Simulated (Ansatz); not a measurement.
# C₂H₃IS: one species, many methods

One table from this session's results is given with a row withheld; the runs are named, their logs left out.

Method: functionals in def2-TZVPP, the program's frozen cores in correlated methods; program: Ansatz 0.2.0, Gaussian basis.

Levels to be run: LDA (SPW92), PBE-D4, revPBE-D4, BLYP-D4, r2SCAN-D4, B97M-V, PBE0-D4, B3LYP-D4, r2SCANh-D4, r2SCAN0-D4, HSE06-D4, BHLYP-D4, CAM-B3LYP-D4, LC-ωPBE, ωB97X-V, ωB97M-V, B2PLYP, PBE-QIDH; CCSD(T)/def2-SVP; CCSD(T)/def2-TZVPP; MP2/def2-QZVPP; extrapolation to the limit; RPA on PBE.

### The geometry

The geometry comes from an earlier relaxation with PBE0-D4 in a triple-zeta def2 set; it is a stationary point, not always the lowest conformer. I takes the def2 core potential; no spin-orbit term is included.

SMILES `C=C(S)I`, 7 atoms, charge 0, spin multiplicity 1.

Atoms are counted from 1 here; the program's logs count them from 0.

Bond lengths: C1–C2 1.326 Å, C1–H5 1.085 Å, C1–H6 1.081 Å, C2–S3 1.745 Å, C2–I4 2.092 Å, S3–H7 1.347 Å. Angles: C2–C1–H5 120.6°, C2–C1–H6 121.5°, H5–C1–H6 117.9°, C1–C2–S3 128.2°, C1–C2–I4 120.9°, S3–C2–I4 110.9°, C2–S3–H7 96.3°.

Set-up of the first run:

in.yaml

```yaml
crystal:
  periodic: [false, false, false]
  atoms:
    - {symbol: C, position_ang: [-0.087627, 0.922883, -0.221712]}
    - {symbol: C, position_ang: [-0.304995, -0.375913, -0.068966]}
    - {symbol: S, position_ang: [0.766415, -1.578099, 0.604011]}
    - {symbol: I, position_ang: [-2.114924, -1.239420, -0.663096]}
    - {symbol: H, position_ang: [0.853133, 1.365820, 0.088216]}
    - {symbol: H, position_ang: [-0.834288, 1.573578, -0.655608]}
    - {symbol: H, position_ang: [1.783586, -0.736951, 0.871355]}
basis:
  gaussian: {orbitals: def2-TZVPP}
hamiltonian: {xc: lda}
output: {orbitals: {seedname: orbitals}}
```

Launch:

```
$ ansatz run in.yaml --threads 2 --pin off --events-out ev --progress --plain --max-ram 4352MiB
```

Steps of the session up to this table: LDA; PBE-D4 (GGA); revPBE-D4 (GGA); BLYP-D4 (GGA); r2SCAN-D4 (meta-GGA); B97M-V (meta-GGA); PBE0-D4 (hybrid); B3LYP-D4 (hybrid); r2SCANh-D4 (hybrid); r2SCAN0-D4 (hybrid); HSE06-D4 (hybrid); BHLYP-D4 (hybrid); CAM-B3LYP-D4 (range-separated); LC-ωPBE (range-separated); ωB97X-V (range-separated); ωB97M-V (range-separated); B2PLYP (double hybrid); PBE-QIDH (double hybrid).

One of the session's tables, all rows but one given; the rest of the session is left out.

It belongs to the step «Frontier levels by functional». 

```
  functional  HOMO (eV)  gap (eV)
 LDA (SPW92)      -5.89      3.66
      PBE-D4      -5.72      3.70
   revPBE-D4      -5.67      3.72
     BLYP-D4      -5.55      3.63
   r2SCAN-D4      -5.94      4.10
      B97M-V          ?         ?
     PBE0-D4      -6.81      5.70
    B3LYP-D4      -6.58      5.23
  r2SCANh-D4      -6.35      4.84
  r2SCAN0-D4      -6.95      5.95
    HSE06-D4      -6.41      4.92
    BHLYP-D4      -7.73      7.61
CAM-B3LYP-D4      -8.06      8.03
     LC-ωPBE      -9.40     10.56
     ωB97X-V      -9.04     10.07
     ωB97M-V      -8.91      9.79
```

Estimate the missing values for B97M-V.

As computed: HOMO (eV): -5.96; gap (eV): 4.20. In the column «HOMO (eV)» it lies between r2SCANh-D4 (-6.35) and r2SCAN-D4 (-5.94).
